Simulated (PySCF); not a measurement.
# TiF₃: doublet, from a trigonal planar start

Where does doublet TiF₃ go from a trigonal planar start, is the end point a minimum, and what are its modes, charges and moments?

Program: PySCF 2.14.0. Level of theory: PBE0, basis Ti def2-TZVP, F def2-TZVP, no relativity, density fitting. These are calculated values, not measurements.

## Step 1: The starting structure

4 atoms, charge 0, spin multiplicity 2.

Bond lengths: Ti1–F2 2.000 Å, Ti1–F3 2.000 Å, Ti1–F4 2.000 Å. Angles: F2–Ti1–F3 120.0°, F2–Ti1–F4 120.0°, F3–Ti1–F4 120.0°.

Z-matrix (Å, degrees; charge 0 multiplicity 2):
```
Ti
F  1 2.0000
F  1 2.0000 2 120.00
F  1 2.0000 2 120.00 3 180.00
```

## Step 2: First SCF at the start

One driver script runs all steps and calls PySCF; scf.py shows how it sets up the SCF of each step. The optimiser is the driver's own. After this first run the driver tries any further starts and a stability analysis.

scf.py

```python
from pyscf import gto, scf, dft
mol = gto.M(atom='''
Ti     0.000000     0.000000     0.000000
F      2.000000     0.000000     0.000000
F     -1.000000     1.732100     0.000000
F     -1.000000    -1.732100     0.000000''',
    basis={'Ti': 'def2-TZVP', 'F': 'def2-TZVP'},
    charge=0, spin=1)
mf = dft.UKS(mol, xc='PBE0')
mf.grids.atom_grid = (50, 194)
aux = {'Ti': 'def2-universal-JKFIT', 'F': 'def2-universal-JKFIT'}
mf = mf.density_fit(auxbasis=aux)
mf.conv_tol = 1e-08
mf.diis_space = 10
mf.max_cycle = 60
mf.init_guess = 'minao'
mf.verbose = 4
mf.kernel()
```

Started as:

```console
$ OMP_NUM_THREADS=4 python axn.py task.json out
```

The runs that follow: Relaxation: trigonal planar start, doublet; Vibrations and properties at this point.

**Question.** What will these runs give? Wanted: minimum; geometry; wavenumbers; dipole moment; highest occupied, lowest empty level; polar-tensor charge of Ti1; zero-point energy; atomisation energy; ⟨S²⟩.

**Answer**, as computed:

```
                                          quantity                                      value
                                           minimum                               doublet, D3h
                                          geometry      Ti–F 1.769 Å (×3); F–Ti–F 120.0° (×3)
                                wavenumbers (cm⁻¹)  101 (a2''), 177 (e'), 662 (a1'), 773 (e')
                                     dipole moment                                     0.00 D
highest occupied, lowest empty level (either spin)                            -7.29, -2.57 eV
                        polar-tensor charge of Ti1                                    +2.16 e
                                 zero-point energy                                15.9 kJ/mol
                               entropy at 298.15 K                            302.7 J/(mol K)
         atomisation energy (no zero-point energy)                                1789 kJ/mol
                                              ⟨S²⟩                                      0.752
```

**Reading.** The molecule stays D3h, as typed, and the end point is a minimum. In the infrared the band at 773 cm⁻¹ (e', stretch) leads. Ti1 has a polar-tensor charge of +2.2 e (a dipole derivative, not a static charge), yet symmetry cancels the bond dipoles. Most of the spin sits on Ti1 (Mulliken spin 1.04, against 1 for the whole molecule). Only this shape and spin were tried, so other structures or states may lie lower. One determinant may miss the lowest occupation of an open d or f shell.
